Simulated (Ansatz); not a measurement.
## LiF, space group Fm-3m: cell relaxations under several functionals, step by step

Computed with Ansatz 0.2.0 through its Python package.

Run as a notebook:

In [1]:
```python
import ansatz as az
import numpy as np
```

In [2]:
```python
def edges_and_angles(cell):
    cell = np.asarray(cell)
    a, b, c = np.linalg.norm(cell, axis=1)
    cosines = cell[1] @ cell[2] / (b * c), cell[0] @ cell[2] / (a * c), cell[0] @ cell[1] / (a * b)
    return (a, b, c, *np.degrees(np.arccos(cosines)))
```

In [3]:
```python
cell = (
    az.Lattice.fcc(4.028)
    .space_group(225)
    .atom("Li", [0.0, 0.0, 0.0])
    .atom("F", [0.5, 0.0, 0.0])
    .primitive()
)

setup = cell.calculation()
setup = setup.scf(tolerance=1e-07, max_iterations=80, extra_bands=16)
setup = setup.occupations("Fixed")
setup = setup.kpoints(9, 9, 9).basis(320)
setup = setup.relax(cell=True, force_tolerance=0.05, max_displacement=0.3)
```

In [4]:
```python
levels = [("lda", "none"), ("pbe", "d3bj"), ("r2scan", "d4")]
print("level            a       b       c    alpha   beta  gamma  V/atom  steps")
for name, dispersion in levels:
    seen = []
    run = setup.functional(name, dispersion=dispersion).session().plan()
    result = run.execute(on_event=lambda e: seen.append(e) if e["event"] == "relax_step" else None)
    cell = result.lattice.cell_ang
    label = name if dispersion == "none" else f"{name}+{dispersion}"
    print("{:13s} {:7.4f} {:7.4f} {:7.4f} {:6.2f} {:6.2f} {:6.2f}".format(label, *edges_and_angles(cell)), f"{abs(np.linalg.det(cell)) / len(result.lattice.sites):7.3f} {len(seen):5d}")
```
```text
level            a       b       c    alpha   beta  gamma  V/atom  steps
DeckWarning: basis.ecutwfc = 320 eV is below the records' recommended 420 eV, and the density's cutoff is lower with it unless basis.ecutrho_ratio is high enough to keep the records' density cutoff: compare with a run at a higher cutoff
DeckWarning: relax.cell: scf.convergence.dr2_threshold = 1e-7 eV (the SCF's general default) is looser than the 2e-10 eV advised for a relaxation that steers and ends on the stress (1e-10 eV for each atom of the cell: 2). What an SCF threshold leaves in a [...]
lda            2.7672  2.7672  2.7672  60.00  60.00  60.00   7.492    21
pbe+d3bj       2.8392  2.8392  2.8392  60.00  60.00  60.00   8.092    14
DeckWarning: basis.ecutwfc = 320 eV is below the records' recommended 500 eV, and the density's cutoff is lower with it unless basis.ecutrho_ratio is high enough to keep the records' density cutoff: compare with a run at a higher cutoff
r2scan+d4      2.8187  2.8187  2.8187  60.00  60.00  60.00   7.918    14
```

From smallest to largest: LDA (7.49 Å³ an atom, -8.3 % against the start), r2SCAN+D4 (7.92 Å³ an atom, -3.1 % against the start) and PBE+D3BJ (8.09 Å³ an atom, -1.0 % against the start). The spread is 8.0 % in volume.

Caveats:
- The settings weren't tested for convergence.
- The cutoff lies under the one recommended for these potentials.
- Forces vanish by symmetry, so the ions can't move, and the end may be a saddle.
- Edges and angles are those of the cell as typed, here a primitive one, not of the conventional cell.
- The structure is a deposited one; some such entries were measured under pressure or heat, so a shift against it needn't be the functional's error alone.
- Warnings are shown shortened and without file and line.
- Timing: 26 s on 1 thread of Arm Neoverse V2 (shared host), peak memory 0.37 GiB.

(Lines on the test bed's own set-up are left out of the output.)
